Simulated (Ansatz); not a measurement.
# C₂H₈BN₃: a ladder of functionals and wavefunction methods

How much do the methods differ for C₂H₈BN₃? The plan is to run it at one geometry with functionals of several rungs and with coupled cluster, and see how far each lands from CCSD(T) at the basis-set limit for the atomisation energy.

The runs use Ansatz 0.2.0, Gaussian basis; functionals in def2-TZVPP, the program's frozen cores in correlated methods.

The runs, in order: PBE-D4, r2SCAN-D4, PBE0-D4, B3LYP-D4, ωB97X-V, ωB97M-V, B2PLYP; CCSD(T)/def2-TZVPP; MP2/def2-QZVPP; extrapolation to the limit.

## (1) The relaxed structure

An earlier PBE0-D4 in a triple-zeta def2 set relaxation fixed the geometry.

SMILES `CB1NC1(N)N`, 14 atoms, charge 0, spin multiplicity 1.

Atoms are counted from 1 here; the program's logs count them from 0.

Bond lengths: C1–B2 1.551 Å, C1–H7 1.092 Å, C1–H8 1.094 Å, C1–H9 1.095 Å, B2–N3 1.356 Å, B2–C4 1.566 Å, N3–C4 1.448 Å, N3–H10 1.006 Å, C4–N5 1.455 Å, C4–N6 1.429 Å, N5–H11 1.013 Å, N5–H12 1.013 Å, N6–H13 1.015 Å, N6–H14 1.010 Å. Angles: B2–C1–H7 113.0°, B2–C1–H8 110.9°, B2–C1–H9 109.9°, H7–C1–H8 108.5°, H7–C1–H9 108.1°, H8–C1–H9 106.2°, C1–B2–N3 145.5°, C1–B2–C4 155.5°, N3–B2–C4 58.9°, B2–N3–C4 67.8°, B2–N3–H10 157.3°, C4–N3–H10 134.5°, B2–C4–N3 53.3°, B2–C4–N5 125.4°, B2–C4–N6 121.4°, N3–C4–N5 113.0°, N3–C4–N6 117.2°, N5–C4–N6 111.5° and more.

## (2) PBE-D4 (GGA)

in.yaml

```yaml
crystal:
  periodic: [false, false, false]
  atoms:
    - {symbol: C, position_ang: [-0.495558, -0.123390, 2.217303]}
    - {symbol: B, position_ang: [0.119998, -0.201556, 0.796145]}
    - {symbol: N, position_ang: [1.112627, -0.724535, 0.035480]}
    - {symbol: C, position_ang: [0.204234, 0.095184, -0.739159]}
    - {symbol: N, position_ang: [-0.485397, -0.649978, -1.781205]}
    - {symbol: N, position_ang: [0.704083, 1.340473, -1.229904]}
    - {symbol: H, position_ang: [0.021840, -0.756793, 2.941049]}
    - {symbol: H, position_ang: [-1.551969, -0.406772, 2.201453]}
    - {symbol: H, position_ang: [-0.461395, 0.908222, 2.581544]}
    - {symbol: H, position_ang: [1.972731, -1.207135, -0.164973]}
    - {symbol: H, position_ang: [-1.296622, -0.132789, -2.099538]}
    - {symbol: H, position_ang: [-0.813870, -1.539142, -1.424248]}
    - {symbol: H, position_ang: [0.909789, 1.275907, -2.221584]}
    - {symbol: H, position_ang: [0.046608, 2.093103, -1.083364]}
basis:
  gaussian: {orbitals: def2-TZVPP}
hamiltonian: {xc: pbe, dispersion: d4}
output: {forces: true, orbitals: {seedname: orbitals}}
```

Started as:

```bash
ansatz run in.yaml --threads 4 --pin off --events-out ev --progress --plain --max-ram 10444MiB
```

After this run come: r2SCAN-D4 (meta-GGA); PBE0-D4 (hybrid); B3LYP-D4 (hybrid); ωB97X-V (range-separated); ωB97M-V (range-separated); B2PLYP (double hybrid); CCSD(T) in def2-TZVPP; MP2 in def2-QZVPP.

Before running them: what should the planned runs give, taken together? Wanted: atomisation energy, CCSD(T)/CBS; farthest; mean size of error, hybrid; mean size of error, range-separated; gap, smallest and largest; T1 diagnostic; triples share of the correlation energy.

The runs gave:

| quantity | value |
| --- | --- |
| atomisation energy, CCSD(T)/CBS | 5315.7 kJ/mol |
| functionals within 26.6 kJ/mol (0.5 %) | r2SCAN-D4, B2PLYP |
| farthest | PBE-D4 (+207.5 kJ/mol) |
| mean size of error, hybrid | 64.9 kJ/mol |
| mean size of error, range-separated | 54.4 kJ/mol |
| gap, smallest and largest | 4.57 eV (PBE-D4), 10.82 eV (ωB97X-V) |
| T1 diagnostic | 0.0119 |
| triples share of the correlation energy | 4.1 % |

**Reading.** PBE-D4 is off by +207.5 kJ/mol. Double hybrids carry the basis error of their MP2 part in triple zeta, and no dispersion term here, so their miss is partly the set-up's. The reference freezes the cores and leaves out relativity and excitations past (T), so misses under about 26.6 kJ/mol can't be ranked. Hartree-Fock recovers 69 % of the binding; the rest is correlation. The gap grows from 4.6 to 10.8 eV across the functionals, mostly with the share of exact exchange.
